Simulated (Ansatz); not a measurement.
# BHLYP/STO-3G run of NO2F (nitryl fluoride)

What is the electronic atomisation energy of NO2F (nitryl fluoride) at BHLYP/STO-3G? 

Program for the calculation: Ansatz 0.2.0.

58 further runs of the same task are left out: 10 that didn't finish, 48 set aside as unsound or not needed.

## Step 1: The structure to begin with

The species is NO2F (4 atoms), meant as a singlet with charge 0. SMILES: `O=[N+]([O-])F`. The coordinates come from a GFN2-xTB relaxation.

Bond lengths: O1–N2 1.145 Å, N2–O3 1.145 Å. Angles: O1–N2–O3 140.2°. A long bond or contact: N2–F4 1.545 Å.

## Step 2: A single-point energy at BHLYP/STO-3G

in.yaml reads:

```yaml
crystal:
  periodic: [false, false, false]
  atoms:
    - {symbol: O, position_ang: [0.188740, 0.465950, 1.115660]}
    - {symbol: "N", position_ang: [0.109710, -0.098240, 0.122020]}
    - {symbol: O, position_ang: [0.475520, -1.064170, -0.373030]}
    - {symbol: F, position_ang: [-0.773970, 0.696460, -0.864650]}
basis:
  gaussian:
    orbitals: STO-3G
hamiltonian:
  xc: {name: BHLYP}
accuracy: high
```

Started as:

```console
$ ansatz run in.yaml --threads 1 --pin off --max-ram 2610MiB --events-out events.jsonl --progress --plain --runs-dir runs
```

What it wrote:

```text
Warning: RAYON_NUM_THREADS=1 ignored (pool sized by the plan → 1); use --threads N
Functional definition: BHLYP
  name "BHLYP"
  parameter a = 0.5
  exchange = (1 - a)*b88_x + a*exact_x
  correlation = lyp_c
368 factors; integrals over basis functions are off by at most 3.8e-8 eV
mean field evaluation 1: about -8167.7991 eV, gradient 5.1e1 eV
mean field evaluation 2: about -8168.7682 eV, gradient 4.7e1 eV
mean field evaluation 4: about -8174.8714 eV, gradient 1.6e0 eV
mean field evaluation 8: about -8174.9992 eV, gradient 4.1e-2 eV
mean field evaluation 16: about -8174.9992 eV, gradient 2.9e-6 eV
mean field -8174.99920947 eV, -300.4256797345 hartree, gradient 9.4e-8 eV, S^2 0.000000; 0 other end points of the search recorded, 0 dependent functions left out
reference -8174.99922026 eV, -300.4256801312 hartree; 16, 16 occupied and 4, 4 virtual orbitals, 368 factors
Total energy: -8174.99922026 eV, -300.4256801312 hartree
```

Run time: 1.1 s. Hardware: 1 thread of Arm Neoverse V1, shared host; peak memory 0.091 GiB.

## Step 3: The F atom, same level

in.yaml reads:

```yaml
crystal:
  periodic: [false, false, false]
  atoms:
    - {symbol: F, position_ang: [0.000000, 0.000000, 0.000000]}
basis:
  gaussian: {orbitals: STO-3G}
magnetization: {spin_polarized: true, initial_magnetization: 1}
hamiltonian: {xc: {name: BHLYP}}
accuracy: high
```

Started as:

```console
$ ansatz run in.yaml --threads 1 --pin off --max-ram 2610MiB --events-out events.jsonl --progress --plain --runs-dir runs
```

What it wrote, cut to the lines that bear on the results:

```text
Warning: RAYON_NUM_THREADS=1 ignored (pool sized by the plan → 1); use --threads N
[... 5 set-up lines as earlier in the session ...]
15 factors; integrals over basis functions are off by at most 1.2e-9 eV
mean field evaluation 1: about -2674.1239 eV, gradient 1.7e-12 eV
mean field evaluation 2: about -2674.1249 eV, gradient 9.3e-12 eV
mean field -2674.12489434 eV, -98.2722772800 hartree, gradient 0.0e0 eV, S^2 0.750000; 0 other end points of the search recorded, 0 dependent functions left out
reference -2674.12489910 eV, -98.2722774549 hartree; 5, 4 occupied and 0, 1 virtual orbitals, 15 factors
Total energy: -2674.12489910 eV, -98.2722774549 hartree
```

It took 0.16 s on 1 thread of Arm Neoverse V1, shared host.

## Step 4: The N atom, same level

run.yaml reads:

```yaml
crystal:
  periodic: [false, false, false]
  atoms:
    - {symbol: "N", position_ang: [0.000000, 0.000000, 0.000000]}
basis:
  gaussian:
    orbitals: STO-3G
magnetization:
  spin_polarized: true
  initial_magnetization: 3
hamiltonian:
  xc: {name: BHLYP}
accuracy: high
```

Run the same way, it converges to -53.88610 Eh (log not shown).

## Step 5: The O atom, same level

molecule.yaml reads:

```yaml
crystal:
  periodic: [false, false, false]
  atoms:
    - {symbol: O, position_ang: [0.000000, 0.000000, 0.000000]}
basis:
  gaussian: {orbitals: STO-3G}
magnetization: {spin_polarized: true, initial_magnetization: 2}
hamiltonian: {xc: {name: BHLYP}}
accuracy: high
```

Started as:

```console
$ ansatz run molecule.yaml --threads 1 --pin off --max-ram 2610MiB --events-out events.jsonl --progress --plain --runs-dir runs
```

What it wrote, cut to the lines that bear on the results:

```text
Warning: RAYON_NUM_THREADS=1 ignored (pool sized by the plan → 1); use --threads N
[... 5 set-up lines as earlier in the session ...]
15 factors; integrals over basis functions are off by at most 1.1e-9 eV
mean field evaluation 1: about -2014.6007 eV, gradient 8.1e-12 eV
mean field evaluation 2: about -2014.6013 eV, gradient 9.1e-12 eV
mean field -2014.60128003 eV, -74.0352314955 hartree, gradient 0.0e0 eV, S^2 2.000000; 0 other end points of the search recorded, 0 dependent functions left out
reference -2014.60128699 eV, -74.0352317512 hartree; 5, 3 occupied and 0, 2 virtual orbitals, 15 factors
Total energy: -2014.60128699 eV, -74.0352317512 hartree
```

Wall time 0.18 s (1 thread of Arm Neoverse V1, shared host).

## Step 6: Summary of results

At BHLYP/STO-3G:

| quantity | value |
| --- | --- |
| molecule: total energy | -300.42568 Eh |
| F atom: total energy | -98.27228 Eh |
| F atom: ⟨S²⟩ | 0.750 |
| N atom: total energy | -53.88610 Eh |
| N atom: ⟨S²⟩ | 3.750 |
| O atom: total energy | -74.03523 Eh |
| O atom: ⟨S²⟩ | 2.000 |
| electronic atomisation energy | 5.356 eV |

What this shows: Taking the molecule apart into free atoms costs 5.36 eV (124 kcal/mol), before zero-point energy and without spin-orbit coupling. In a minimal basis such a difference can be off by several eV, whatever the method.
